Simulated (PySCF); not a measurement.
**[Ce(PH3)]3+: other functionals and bases at one geometry**

One table from this session's results is given with a row withheld; the runs are named, their logs left out.

Computed with PySCF 2.14.0. Level: several levels, as the steps say, no spin–orbit coupling.

1 further run of the same task is left out (for a known fault of the program).

### Where the work starts

5 atoms, charge 3, spin multiplicity 1.

Bond lengths: Ce1–P2 3.040 Å, P2–H3 1.426 Å, P2–H4 1.426 Å, P2–H5 1.426 Å. Angles: Ce1–P2–H3 112.1°, Ce1–P2–H4 112.1°, Ce1–P2–H5 112.1°, H3–P2–H4 106.7°, H3–P2–H5 106.7°, H4–P2–H5 106.7°.

Coordinates:

```xyz
5

Ce    0.00000    0.00000   -0.51586
P     0.00000    0.00000    2.52444
H     1.32121   -0.00001    3.06207
H    -0.66060    1.14420    3.06207
H    -0.66061   -1.14420    3.06207
```

Formal oxidation states: Ce +3. Each metal's 1 4f electrons lie in its core potential, so multiplicities, spins and levels count the valence alone. An earlier session relaxed this geometry at PBE0, Ce lcecp-1-SVP with ECP47, P def2-SVP, H def2-SVP (singlet, point group C3v).

At PBE0 on the finer grid: E = -373.856445 Eh, HOMO -23.53 eV, LUMO -19.07 eV, Mulliken charge on Ce1 +2.36 e, largest force component 0.011 eV/Å. 

Levels to run: B3LYP; M06-L; PBE0, TZVP. Hardware: 2 threads of Arm Neoverse V2, shared host.

The first run:

The input, run.py (the lines that set the calculation):

```python
mol = gto.M(atom='''
Ce     0.00000     0.00000    -0.51586
P      0.00000     0.00000     2.52444
H      1.32121    -0.00001     3.06207
H     -0.66060     1.14420     3.06207
H     -0.66061    -1.14420     3.06207''',
    basis={'Ce': 'lcecp-1-SVP', 'P': 'def2-SVP', 'H': 'def2-SVP'},
    ecp={'Ce': 'lcecp-1-SVP'},
    charge=3, spin=0)
mf = dft.RKS(mol, xc='B3LYP')
mf.grids.atom_grid = (75, 302)  # f atoms: unpruned, at least (60, 302)
mf = mf.density_fit()  # fitting sets: Ce AutoAux, P def2-universal-JKFIT, H def2-universal-JKFIT
mf.conv_tol = 1e-08; mf.max_cycle = 55
mf.kernel(dm0)  # dm0: the density of the relaxed state
```

The run is started by

```
OMP_NUM_THREADS=2 python run.py
```

Steps of the session up to this table: B3LYP; M06-L; PBE0, TZVP.

One table of the session follows, with a row left open; its other results are not shown here.

| level | HOMO (eV) | gap (eV) | charge on Ce1 (e) | dipole (D) | largest force component (eV/Å) |
| --- | --- | --- | --- | --- | --- |
| PBE0 (relaxed here) | -23.53 | 4.46 | 2.36 | 1.50 | 0.01 |
| B3LYP | -23.30 | 3.89 | 2.33 | 1.56 | 0.16 |
| M06-L | ? | ? | ? | ? | ? |
| PBE0, TZVP | -23.41 | 4.41 | 2.40 | 1.65 | 0.18 |

**Question.** Estimate the row for M06-L.

**Answer.** HOMO (eV): -22.66; gap (eV): 3.20; charge on Ce1 (e): 2.42; dipole (D): 1.20; largest force component (eV/Å): 0.17. In the column «HOMO (eV)» it is the highest.

The dipole of a charged species depends on the origin, so these sizes hold for this origin alone.

In one basis the HOMO–LUMO gap runs from 3.20 eV (M06-L) to 4.46 eV (PBE0). The largest leftover force, 0.18 eV/Å with PBE0, TZVP, stands at a geometry relaxed at another level. With 4f in the core, its levels are missing from HOMO and gap, and its count is fixed, so no charge can pass from the ligands into it. Total energies of different levels can't be compared.
